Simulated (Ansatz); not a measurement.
The system is GeCN2.

```xyz
4
Lattice="1.7938 1.0356 4.9220 -1.7938 1.0356 4.9220 0.0000 -2.0713 4.9220" Properties=species:S:1:pos:R:3 pbc="T T T"
Ge    0.0000    0.0000    0.0000
N     0.0000    0.0000    8.6219
N     0.0000    0.0000    6.1440
C     0.0000    0.0000    7.3829
```

The cell comes from a database or a generator and needn't be the stable form of this composition.

Base run:

- Program: Ansatz 0.2.0
- Functional: PBE
- Potentials or basis: all-electron LAPW, scalar-relativistic
- Cutoff: 671 eV
- Density cutoff: 2683 eV
- Basis error allowed: 0.002 eV/atom
- k mesh: 9 × 9 × 9
- Occupations: fermi-dirac, width 0.05 eV
- Spin: no spin polarisation

Its results: band gap on the k mesh 1.12 eV, indirect (least direct gap 1.97 eV); pressure 0.0 GPa; largest force 0.055 eV/Å.

Problem. The run is repeated on the same cell with these changes: functional from PBE to PBEsol. What comes out?

Solution. Band gap on the k mesh 1.00 eV, indirect (least direct gap 1.83 eV); pressure -3.3 GPa; largest force 0.045 eV/Å.

PBEsol binds more tightly than PBE, so the same cell stands under less pressure.

A k mesh can miss the band edges.

Not every run made on this cell is shown here.
